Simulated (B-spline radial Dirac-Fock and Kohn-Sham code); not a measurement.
**An X-ray data sheet for Sm²⁷⁺, step by step**

Wanted for Sm²⁷⁺: its X-ray form factor and Compton profile, the binding energy of each subshell and how cheaper methods do for the levels.

The numbers are computed with B-spline radial Dirac-Fock and Kohn-Sham code (version 2): a free atom or ion on a radial basis; each step names its model.

## Step 1: The atom as given

Sm²⁷⁺ in the configuration [Ar] 3d10 4s2 4p5.

| Quantity | Value |
| --- | --- |
| nuclear charge | 62 |
| electrons | 35 |
| mass number | 152 |
| nuclear rms radius | 5.0819 fm |

Outer shells as boxes (Hund's rule, for the drawing alone; heavy ions are jj-coupled, and the calculation averages over the configuration):

```
[Ar] core
3d [↑↓][↑↓][↑↓][↑↓][↑↓]
4s [↑↓]
4p [↑↓][↑↓][↑ ]
```

## Step 2: Scattering by the electron cloud

Model: Dirac-Fock average of configuration, finite nucleus; form factor of the spherical density, Waller-Hartree incoherent function, impulse-approximation Compton profiles.

The run's settings:

```ini
task = scatter
Z = 62
charge = 27
configuration = 1s2 2s2 2p6 3s2 3p6 3d10 4s2 4p5
mass_number = 152
rms_radius = 5.0819  # fm
s = [0.0, 0.08, 0.1, 0.12, 0.14, 0.17, 0.21, 0.25, 0.3, 0.36, 0.43, 0.52, 0.62, 0.75, 0.9, 1.09, 1.3, 1.57, 1.89, 2.27, 2.72, 3.28, 3.94]  # 1/A
pz = [0, 0.1, 0.14, 0.2, 0.28, 0.4, 0.57, 0.81, 1.1, 1.6, 2.3, 3.3, 4.6, 6.6, 9.3, 13.0, 19.0, 27.0, 38.0, 53.0, 76.0]  # a.u.
photon_energy = [1000, 5000, 8047.8, 17479.3, 30000, 50000, 200000, 1000000]  # eV
```

## Step 3: Binding energies

Model: Dirac-Fock average of configuration, Delta-SCF, finite nucleus, first-order Breit with its frequency dependence, self-energy and vacuum polarisation.

The run's settings:

```ini
task = binding
```

## Step 4: The levels by Dirac LDA

Model: Dirac-Kohn-Sham LDA (Slater exchange, VWN correlation), finite nucleus, spherical and without spin polarisation.

The run's settings:

```ini
task = binding-ladder
method = lda,vwn
relativity = dirac
```

## Step 5: non-relativistic HF, for comparison

Model: non-relativistic Hartree-Fock, average of configuration, point nucleus.

Recorded inputs:

```ini
task = binding-ladder
method = hf
relativity = nr
```

(Steps that only read results are left out.)

What does the calculation give? Wanted: rms radius of the electron cloud; form factor halves at; Compton profile at zero; deepest level listed, K; least bound, N2,3; Dirac LDA, K: eigenvalue / ΔSCF; non-relativistic HF, 1s: eigenvalue / ΔSCF.

As calculated:

| quantity | value |
| --- | --- |
| rms radius of the electron cloud | 0.318 bohr |
| form factor halves at | 1.2 1/Å |
| Compton profile at zero | 2.187 1/a.u. |
| deepest level listed, K (1s) | 47777.3 eV |
| least bound, N2,3 (4p) | 1029.3 eV |
| ionisation energy, NIST (theoretical) | 1016.00 eV |
| Dirac LDA, K: eigenvalue / ΔSCF | 47498.4 / 47959.4 eV |
| non-relativistic HF, 1s: eigenvalue / ΔSCF | 45414.7 / 45365.9 eV |

**Reading.** f falls from 35 to half of that at s = 1.2 1/Å. Incoherent scattering outweighs coherent from 200 keV on, among the energies asked. The K (1s) level lies 54.4 eV under Koopmans' value by relaxation alone; Breit gives -128.77 and QED -66.11 eV. NIST's ionisation energy differs by -13.26 eV from the least binding energy; the calculation averages open shells over their j components and terms. Dirac LDA misses the K level by -0.6 % with its eigenvalue and by +0.4 % with ΔSCF. Breit and QED terms, which only the reference holds, shift this level by tenths of a per cent, so the eigenvalue's nearness can be cancellation. Non-relativistic HF misses the 1s level by -4.9 % with its eigenvalue and by -5.0 % with ΔSCF, as relativity is missing. The Hartree-Fock and Dirac-Fock values hold no electron correlation.
